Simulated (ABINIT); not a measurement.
# BiTe (Fm-3m) in ABINIT: settings compared

Aim: see how the results for BiTe move with the level of theory and the settings. Levels: PBE, LDA. Tasks: relaxation of cell and atoms, single point.

Everything below comes from runs of ABINIT 10.8.3 (patched build). Logs are shortened: lines on timing, memory, paths and dates and some standing lists are left out, and cuts for length are marked. The log counts tension as positive stress, the text compression.

### Step 1. The structure

It takes space group Fm-3m (No. 225, cubic). Conventional cell: a = 6.470 Å, b = 6.470 Å, c = 6.470 Å, α = 90.00°, β = 90.00°, γ = 90.00°. Bi (site symmetry m-3m) is surrounded by 6 Te at 3.23 Å. Te (site symmetry m-3m) is surrounded by 6 Bi at 3.23 Å.

### Step 2. Relaxation of cell and atoms, PBE

run.abi

```
# Pseudopotentials
pp_dirpath "./"
pseudos "Bi.GGA_PBE-JTH.xml, Te.GGA_PBE-JTH.xml"

# Structure
acell 4.5749808743 4.5749808743 4.5749808743 Angstrom
rprim
     0.0000000000     0.7071067812     0.7071067812
     0.7071067812     0.0000000000     0.7071067812
     0.7071067812     0.7071067812     0.0000000000
ntypat 2
znucl 83 52
natom 2
typat 1 2
chkprim 0
chksymtnons 0
tolsym 1.0e-6
xred
            0.0            0.0            0.0
            1/2            1/2            1/2

# Plane-wave basis
ecut 22.0
pawecutdg 44.0
pawxcdev 0
ecutsm 0.5

# k points
kptopt 1
ngkpt 5 5 5
nshiftk 1
shiftk 0.0 0.0 0.0

# Exchange and correlation
ixc 11

# Bands and occupations
nband 15
occopt 3
tsmear 0.05 eV

# SCF cycle
nstep 80
tolvrs 1.0e-10

# Output
iomode 3
prteig 0
prtebands 0
prtwf 0
prtden 0

# Relaxation
ionmov 2
optcell 2
ntime 50
tolmxf 2.0e-5
dilatmx 1.08
```

Potentials or basis: JTH PAW PBE v2.0.

Run with:

```console
> abinit run.abi > log 2>&1
```

run.abo:

```text
.Version 10.8.3 of ABINIT
 Symmetries : space group Fm -3 m (#225); Bravais cF (face-center cubic)
================================================================================
 Values of the parameters that define the memory need of the present run
     intxc =       0    ionmov =       2      iscf =      17    lmnmax =      18
     lnmax =       6     mgfft =      40  mpssoang =       3    mqgrid =    3001
     natom =       2  nloc_mem =       2    nspden =       1   nspinor =       1
    nsppol =       1      nsym =      48    n1xccc =       1    ntypat =       2
    occopt =       3   xclevel =       2
       mpw =        2854          nfft =       64000          nkpt =          10
 PAW method is used; the additional fine FFT grid is defined by:
   mgfftf=        60    nfftf =    216000
================================================================================
================================================================================

--------------------------------------------------------------------------------
------------- Echo of variables that govern the present computation ------------
--------------------------------------------------------------------------------
 -outvars: echo values of preprocessed input variables --------
            acell      8.6454608837E+00  8.6454608837E+00  8.6454608837E+00 Bohr
              amu      2.08980370E+02  1.27600000E+02
          chkprim           0
      chksymtnons           0
          dilatmx      1.08000000E+00
             ecut      2.20000000E+01 Hartree
           ecutsm      5.00000000E-01 Hartree
           ionmov           2
              ixc          11
         kptrlatt        5    0    0      0    5    0      0    0    5
          kptrlen      4.32273044E+01
            natom           2
            nband          15
            ngfft          40      40      40
          ngfftdg          60      60      60
             nkpt          10
            nstep          80
             nsym          48
            ntime          50
           ntypat           2
           occopt           3
          optcell           2
        pawecutdg      4.40000000E+01 Hartree
         pawxcdev           0
           prtden           0
        prtebands           0
           prteig           0
            prtwf           0
            rprim      0.0000000000E+00  7.0710678120E-01  7.0710678120E-01
                       7.0710678120E-01  0.0000000000E+00  7.0710678120E-01
                       7.0710678120E-01  7.0710678120E-01  0.0000000000E+00
          spgroup         225
           tolmxf      2.00000000E-05
           tolsym      1.00000000E-06
           tolvrs      1.00000000E-10
           tsmear      1.83746611E-03 Hartree
            typat      1  2
           useylm           1
           xangst      0.0000000000E+00  0.0000000000E+00  0.0000000000E+00
                       3.2350000001E+00  3.2350000001E+00  3.2350000001E+00
            xcart      0.0000000000E+00  0.0000000000E+00  0.0000000000E+00
                       6.1132640175E+00  6.1132640175E+00  6.1132640175E+00
             xred      0.0000000000E+00  0.0000000000E+00  0.0000000000E+00
                       5.0000000000E-01  5.0000000000E-01  5.0000000000E-01
            znucl       83.00000   52.00000

================================================================================

 chkinp: Checking input parameters for consistency.

================================================================================
== DATASET  1 ==================================================================

--- !DatasetInfo
iteration_state: {dtset: 1, }
dimensions: {natom: 2, nkpt: 10, mband: 15, nsppol: 1, nspinor: 1, nspden: 1, mpw: 2854, }
cutoff_energies: {ecut:  22.0, pawecutdg:  44.0, }
electrons: {nelect:   2.10000000E+01, charge:   0.00000000E+00, occopt:   3.00000000E+00, tsmear:   1.83746611E-03, }
meta: {optdriver: 0, ionmov: 2, optcell: 2, iscf: 17, paral_kgb: 0, }
...

 Exchange-correlation functional for the present dataset will be:
  GGA: Perdew-Burke-Ernzerhof functional - ixc=11
  J.P.Perdew, K.Burke, M.Ernzerhof, PRL 77, 3865 (1996)

 Real(R)+Recip(G) space primitive vectors, cartesian coordinates (Bohr,Bohr^-1):
 R(1)=  0.0000000  6.1132640  6.1132640  G(1)= -0.0817894  0.0817894  0.0817894
 R(2)=  6.1132640  0.0000000  6.1132640  G(2)=  0.0817894 -0.0817894  0.0817894
 R(3)=  6.1132640  6.1132640  0.0000000  G(3)=  0.0817894  0.0817894 -0.0817894
 Unit cell volume ucvol=  4.5692977E+02 bohr^3
 Angles (23,13,12)=  6.00000000E+01  6.00000000E+01  6.00000000E+01 degrees

 Coarse grid specifications (used for wave-functions):

 getcut: wavevector=  0.0000  0.0000  0.0000  ngfft=  40  40  40
         ecut(hartree)=     25.661   => boxcut(ratio)=   2.02895

 Fine grid specifications (used for densities):

 getcut: wavevector=  0.0000  0.0000  0.0000  ngfft=  60  60  60
         ecut(hartree)=     51.322   => boxcut(ratio)=   2.15203

--- Pseudopotential description ------------------------------------------------
- pspini: atom type   1  psp file is ./Bi.GGA_PBE-JTH.xml
 Pseudopotential format is: paw10
 basis_size (lnmax)=  6 (lmn_size= 18), orbitals=   0   0   1   1   2   2
 Spheres core radius: rc_sph= 2.41230754
 Shapefunction is BESSEL type: shapef(r,l)=aa(1,l)*jl(q(1,l)*r)+aa(2,l)*jl(q(2,l)*r)
 Radius for shape functions =  2.20555141
 Compensation charge density is not taken into account in XC energy/potential

- pspini: atom type   2  psp file is ./Te.GGA_PBE-JTH.xml
 Pseudopotential format is: paw10
 basis_size (lnmax)=  4 (lmn_size=  8), orbitals=   0   0   1   1
 Spheres core radius: rc_sph= 2.31107438
 Shapefunction is SIN type: shapef(r)=[sin(pi*r/rshp)/(pi*r/rshp)]**2
 Radius for shape functions =  2.10488624
 Compensation charge density is not taken into account in XC energy/potential

   2.90070400E+03                                ecore*ucvol(ha*bohr**3)
--------------------------------------------------------------------------------

================================================================================

=== [ionmov= 2] Broyden-Fletcher-Goldfarb-Shanno method (forces)
================================================================================

--- Iteration: ( 1/50) Internal Cycle: (1/1)
--------------------------------------------------------------------------------

---SELF-CONSISTENT-FIELD CONVERGENCE--------------------------------------------
[... 389 lines left out ...]
 Difference of energy with previous step (new-old):
           Absolute (Ha)=-2.71232E-08
           Relative     =-3.37012E-10

 At Broyd/MD step   4, gradients are converged :
  max grad (force/stress) = 2.1647E-08 < tolmxf= 2.0000E-05 ha/bohr (free atoms)

================================================================================

 ----iterations are completed or convergence reached----

 Mean square residual over all n,k,spin=   14.139E-11; max=  21.156E-09
 reduced coordinates (array xred) for    2 atoms
       0.000000000000      0.000000000000      0.000000000000
       0.500000000000      0.500000000000      0.500000000000
 rms dE/dt=  0.0000E+00; max dE/dt=  0.0000E+00; dE/dt below (all hartree)
    1       0.000000000000      0.000000000000      0.000000000000
    2       0.000000000000      0.000000000000      0.000000000000

 cartesian coordinates (angstrom) at end:
    1      0.00000000000000     0.00000000000000     0.00000000000000
    2      3.24810942371374     3.24810942371374     3.24810942371374

 cartesian forces (hartree/bohr) at end:
    1     -0.00000000000000    -0.00000000000000    -0.00000000000000
    2     -0.00000000000000    -0.00000000000000    -0.00000000000000
 frms,max,avg= 0.0000000E+00 0.0000000E+00   0.000E+00  0.000E+00  0.000E+00 h/b

 cartesian forces (eV/Angstrom) at end:
    1     -0.00000000000000    -0.00000000000000    -0.00000000000000
    2     -0.00000000000000    -0.00000000000000    -0.00000000000000
 frms,max,avg= 0.0000000E+00 0.0000000E+00   0.000E+00  0.000E+00  0.000E+00 e/A
 length scales=  8.680495508047  8.680495508047  8.680495508047 bohr
              =  4.593520399088  4.593520399088  4.593520399088 angstroms
 Fermi (or HOMO) energy (hartree) =   0.00554   Average Vxc (hartree)=  -0.33328
 Eigenvalues (hartree) for nkpt=  10  k points:
 kpt#   1, nband= 15, wtk=  0.00800, kpt=  0.0000  0.0000  0.0000 (reduced coord)
  -0.84768   -0.84768   -0.84768   -0.84765   -0.84765   -0.49205   -0.29874   -0.09026
  -0.09026   -0.09026    0.08224    0.08224    0.08224    0.17655    0.17655
      occupation numbers for kpt#   1
   2.00000    2.00000    2.00000    2.00000    2.00000    2.00000    2.00000    2.00000
   2.00000    2.00000    0.00000    0.00000    0.00000    0.00000    0.00000
 prteigrs : prtvol=0 or 1, do not print more k-points.

--- !EnergyTerms
iteration_state     : {dtset: 1, itime: 4, icycle: 1, }
comment             : Components of total free energy in Hartree
kinetic             :  7.08149222719492E+00
hartree             :  2.28566724892973E+01
xc                  : -6.58349784171299E+00
Ewald energy        : -5.67282694229651E+01
psp_core            :  6.27169400743004E+00
local_psp           : -7.19940439977626E+01
PAW spherical_terms :  1.86150392397788E+01
internal            : -8.04809132987397E+01
'-kT*entropy'       : -5.52595796848418E-04
total_energy        : -8.04814658945365E+01
total_energy_eV     : -2.19001225409898E+03
...

--- !EnergyTermsDC
iteration_state     : {dtset: 1, itime: 4, icycle: 1, }
comment             : '"Double-counting" decomposition of free energy'
band_energy         : -1.08011511383945E+01
Ewald energy        : -5.67282694229651E+01
psp_core            :  6.27169400743004E+00
xc_dc               : -2.36007237669657E+01
PAW spherical_terms :  4.37753781147518E+00
internal            : -8.04809125094200E+01
'-kT*entropy'       : -5.52595796848418E-04
total_energy_dc     : -8.04814651052169E+01
total_energy_dc_eV  : -2.19001223262050E+03
...

--- !EnergyTermsWithPAWCore
iteration_state     : {dtset: 1, itime: 4, icycle: 1, }
comment             : 'Components of total free energy, including PAW core contributions'
Total energy        : -2.83255150695305E+04
Total energy DC     : -2.83255150687412E+04
Total energy (eV)   : -7.70776531173349E+05
Total energy DC (eV): -7.70776531151871E+05
...

 Cartesian components of stress tensor (hartree/bohr^3)
  sigma(1 1)= -2.16466319E-10  sigma(3 2)=  0.00000000E+00
  sigma(2 2)= -2.16466324E-10  sigma(3 1)=  0.00000000E+00
  sigma(3 3)= -2.16466324E-10  sigma(2 1)=  0.00000000E+00

-Cartesian components of stress tensor (GPa)         [Pressure=  6.3687E-06 GPa]
- sigma(1 1)= -6.36865898E-06  sigma(3 2)=  0.00000000E+00
- sigma(2 2)= -6.36865913E-06  sigma(3 1)=  0.00000000E+00
- sigma(3 3)= -6.36865913E-06  sigma(2 1)=  0.00000000E+00

== END DATASET(S) ==============================================================
================================================================================

 -outvars: echo values of variables after computation  --------
            acell      8.6804955080E+00  8.6804955080E+00  8.6804955080E+00 Bohr
           etotal     -8.0481465105E+01
            fcart     -0.0000000000E+00 -0.0000000000E+00 -0.0000000000E+00
                      -0.0000000000E+00 -0.0000000000E+00 -0.0000000000E+00
            rprim      0.0000000000E+00  7.0710678119E-01  7.0710678119E-01
                       7.0710678119E-01  0.0000000000E+00  7.0710678119E-01
                       7.0710678119E-01  7.0710678119E-01  0.0000000000E+00
           strten     -2.1646631883E-10 -2.1646632403E-10 -2.1646632403E-10
                       0.0000000000E+00  0.0000000000E+00  0.0000000000E+00
           xangst      0.0000000000E+00  0.0000000000E+00  0.0000000000E+00
                       3.2481094237E+00  3.2481094237E+00  3.2481094237E+00
             xred      0.0000000000E+00  0.0000000000E+00  0.0000000000E+00
                       5.0000000000E-01  5.0000000000E-01  5.0000000000E-01
 Calculation completed.
```

Run time: 55 s. Hardware: 1 thread of Arm Neoverse V2, shared host; peak memory 0.16 GiB.

What came out:

* Free energy: -2190.0122 eV
* Relaxed volume: 34.27 Å³/atom
* Relaxed cell: a = 4.594 Å, b = 4.594 Å, c = 4.594 Å, α = 60.00°, β = 60.00°, γ = 60.00°
* Space group after relaxing (to 0.05 Å): Fm-3m (No. 225)
* Energy gained by relaxing: 0.8 meV/atom
* Ionic steps: 4
* Pressure after relaxing: 0.0 GPa
* Band gap on the k mesh: none (metal or under the smearing width)

Step by step:
```csv
step,energy change (eV),largest force (eV/Å),pressure (GPa),volume (Å³)
1,0.0000,0.0000,0.60,67.71
2,-0.0004,0.0000,0.51,67.83
3,-0.0015,0.0000,0.01,68.52
4,-0.0015,0.0000,0.00,68.54
```

Final structure:
```cif
data_structure
_symmetry_space_group_name_H-M 'P 1'
_symmetry_Int_Tables_number 1
_cell_length_a 4.5935
_cell_length_b 4.5935
_cell_length_c 4.5935
_cell_angle_alpha 60.000
_cell_angle_beta 60.000
_cell_angle_gamma 60.000
_cell_volume 68.54
loop_
_atom_site_label
_atom_site_type_symbol
_atom_site_fract_x
_atom_site_fract_y
_atom_site_fract_z
_atom_site_occupancy
Bi1 Bi 0.00000 0.00000 0.00000 1
Te1 Te 0.50000 0.50000 0.50000 1
```

Caveat: spin-orbit coupling is left out, which moves the levels of the heavy elements.

(Continued in part 2 of 3.)
